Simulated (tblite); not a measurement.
# C6H8BrNSi2: the cost of one run

The runs use tblite 0.8.0 and PySCF 2.14.0, with density-fitted response routines of our own; the level of theory stands in each step. All values are computed, except where a source is named. Atoms are numbered from 0 throughout.

## 1. The starting structure

18 atoms, charge 0, multiplicity 1; geometry from: force field or distance geometry start.

Bonds of the start (Å): Br0–Si1 2.25, Si1–C2 1.81, C2–C3 1.24, C3–Si4 1.82, Si4–N5 1.78, N5–C6 1.34, C6–C7 1.37, C7–C8 1.39, C8–C9 1.36, C9–N5 1.36, Si1–H10 1.49, Si1–H11 1.46, Si4–H12 1.47, Si4–H13 1.48, C6–H14 1.07, C7–H15 1.09, C8–H16 1.08, C9–H17 1.09.

## 2. Geometry optimisation with GFN2-xTB

The job: settings as JSON, then the geometry in Å.

```
{"job": {"kind": "relax", "xc": "GFN2-xTB", "basis": "xTB"}, "charge": 0, "multiplicity": 1}
Br     5.150800     2.262900    -0.687000
Si     4.150200     0.685000     0.571400
C      2.635000     0.057200    -0.187700
C      1.607000    -0.352300    -0.737100
Si     0.112000    -0.996000    -1.543900
N     -1.326700    -0.367700    -0.695400
C     -1.402300     0.338100     0.444300
C     -2.729400     0.585500     0.697800
C     -3.488000     0.012500    -0.320800
C     -2.589600    -0.565200    -1.160400
H      5.115100    -0.424700     0.787900
H      3.844000     1.206600     1.902600
H      0.092900    -0.660600    -2.971400
H      0.033200    -2.468400    -1.454000
H     -0.607000     0.666900     1.074200
H     -3.200100     1.115600     1.525900
H     -4.562200     0.014100    -0.453200
H     -2.843600    -1.103100    -2.069600
```

On the command line:

```
OMP_NUM_THREADS=1 python probes_run.py task.json out
```

The driver reads the jobs from task.json and runs them one after another.

Q: Estimate the wall time and peak memory of this first job on 1 thread of Arm Neoverse N1, shared host.

About 1.9 s, with a peak of 0.18 GiB.
